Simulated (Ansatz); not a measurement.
# C5H3NO: the cost of one run

Computed with Ansatz 0.2.0 (the levels named in each step, unless a step's input says otherwise).

## 1. The system as given

Bond lengths: N1–C2 1.174 Å, C2–C3 1.423 Å, C3–C4 1.446 Å, C4–C5 1.370 Å, C5–O6 1.367 Å, C3–C7 1.386 Å, O6–C7 1.351 Å, C4–H8 1.094 Å, C5–H9 1.094 Å, C7–H10 1.094 Å. Angles: N1–C2–C3 179.4°, C2–C3–C4 127.4°, C2–C3–C7 126.6°, C4–C3–C7 105.9°, C3–C4–C5 105.6°, C3–C4–H8 126.7°, C5–C4–H8 127.6°, C4–C5–O6 110.6°, C4–C5–H9 133.5°, O6–C5–H9 115.9°, C5–O6–C7 107.7°, C3–C7–O6 110.1°, C3–C7–H10 132.8°, O6–C7–H10 117.1°.

Structure file:

```xyz
10

N     2.9249   -0.2633   -0.1649
C     1.7570   -0.1601   -0.0993
C     0.3407   -0.0495   -0.0216
C    -0.6296   -1.1205   -0.0835
C    -1.8538   -0.5168    0.0347
O    -1.7121    0.8368    0.1651
C    -0.3907    1.1175    0.1331
H    -0.4196   -2.1881   -0.2014
H    -2.8817   -0.8925    0.0445
H    -0.1019    2.1688    0.2271
```

## 2. Relaxation, HF/STO-3G

The input, input.yaml:

```yaml
crystal:
  periodic: [false, false, false]
  atoms:
    - { symbol: "N", position_ang: [2.92491364, -0.26330292, -0.16491313] }
    - { symbol: C, position_ang: [1.75695153, -0.16010097, -0.09934186] }
    - { symbol: C, position_ang: [0.3406747, -0.04954118, -0.02160461] }
    - { symbol: C, position_ang: [-0.62960777, -1.12047075, -0.08345682] }
    - { symbol: C, position_ang: [-1.85375816, -0.51683165, 0.03471104] }
    - { symbol: O, position_ang: [-1.7120518, 0.83679209, 0.16510386] }
    - { symbol: C, position_ang: [-0.39073532, 1.1174515, 0.13314417] }
    - { symbol: H, position_ang: [-0.41961757, -2.18807829, -0.2014266] }
    - { symbol: H, position_ang: [-2.88167077, -0.89251507, 0.04454856] }
    - { symbol: H, position_ang: [-0.10194847, 2.16882724, 0.2270754] }
basis:
  gaussian: { orbitals: STO-3G }
hamiltonian:
  xc: hf
relax:
  f_tol: 0.002
  max_steps: 150
```

Launch:

```
$ ansatz run input.yaml --threads 4 --pin off --max-ram 10240MiB --backend cpu --events-out ev --progress --plain --runs-dir out
```

Q: Estimate wall time and peak memory on 4 threads of Intel Xeon at 2.50GHz (Skylake/Cascade Lake), shared host.

About 10 s, with a peak of 0.12 GiB.
